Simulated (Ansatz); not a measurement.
# NaLuS2: a short molecular-dynamics run

Aim: set NaLuS2 (a randomly packed cell, 8 atoms, not relaxed) in motion for 40 steps of 2 fs under a Nosé-Hoover thermostat at 2000 K, and see how temperature, energy and positions respond.

All numbers below are computed with Ansatz 0.2.0 (DFT PBE, plane waves, PAW, scalar-relativistic, no spin polarisation).

**1. The system as given**

The cell holds 8 atoms (Lu2Na2S4): a = 5.976 Å, b = 5.663 Å, c = 5.520 Å, α = 102.39°, β = 79.66°, γ = 81.83°.

Coordinates:

```
Lu S Na
1.0
     5.94306    0.52722   -0.33551
     0.25403    5.54761   -1.11081
     1.31593   -0.19647    5.35743
Lu S Na
2 4 2
Direct
  0.12598 0.99217 0.33829
  0.95005 0.47020 0.10672
  0.17729 0.46247 0.60578
  0.27914 0.84228 0.75120
  0.46482 0.40610 0.09675
  0.59506 0.90104 0.38339
  0.70333 0.89139 0.84322
  0.63676 0.36630 0.59743
```

**2. Dynamics**

File input.yaml:

```yaml
crystal:
  lattice:
    - [5.943064, 0.527222, -0.335513]
    - [0.254032, 5.547606, -1.110812]
    - [1.315926, -0.196472, 5.35743]
  atoms:
    - { symbol: Lu, position: [0.125978, 0.992169, 0.338287] }
    - { symbol: Lu, position: [0.950047, 0.470199, 0.106715] }
    - { symbol: S, position: [0.177291, 0.462466, 0.60578] }
    - { symbol: S, position: [0.279142, 0.842282, 0.751196] }
    - { symbol: S, position: [0.464823, 0.406102, 0.096749] }
    - { symbol: S, position: [0.595063, 0.901035, 0.38339] }
    - { symbol: Na, position: [0.703326, 0.891389, 0.843215] }
    - { symbol: Na, position: [0.636762, 0.366303, 0.597432] }
kpoints:
  mp_grid: { grid: [3, 3, 3] }
magnetization:
  spin_polarized: false
scf:
  occupations: { method: cold, width: 0.15 }
hamiltonian:
  pseudopotentials: { kind: paw }
  xc: pbe
basis:
  ecutwfc: 420
md:
  timestep: 2.0
  n_steps: 40
  ensemble: nvt_nose_hoover
  temperature: 2000.0
  initial_velocities: maxwell_boltzmann
  seed: 289026
```

The run is started by

```console
$ ansatz run input.yaml --threads 2 --pin off --max-ram 2560MiB --backend cpu --events-out ev --progress --plain --runs-dir out
```

What does the calculation give? Wanted: temperature, first and last step; temperature, second half; potential energy, second half; largest change of the conserved energy; mean square displacement, second half.

The runs gave:

| quantity | value |
| --- | --- |
| length | 40 steps of 2 fs |
| temperature, first and last step | 2000 and 5582 K |
| temperature, second half | mean 5261 K, from 4354 to 6255 K |
| potential energy, second half | -471 meV/atom from the start |
| largest change of the conserved energy | 1.06 meV/atom |
| mean square displacement, second half | S 0.768, Na 0.288, Lu 0.076 Å² |

In words: Against a set 2000 K the second half averages 5261 K, going from 4785 to 5582 K over that half; the potential energy of that half lies 471 meV/atom under the start, so the atoms have moved to lower-lying arrangements, and the energy set free heats the cell. The conserved energy strays from its start by at most 1.06 meV/atom, 0.2 % of the mean kinetic energy, which is good for a step of 2 fs. Bonds change: the first event comes at 48.0 fs (S3–S4 breaks). Over the second half S atoms stand 0.9 Å (root mean square) from where they began, and the farthest move is 1.4 Å. A run of 80 fs with 8 atoms shows the motion but fixes no equilibrium value.
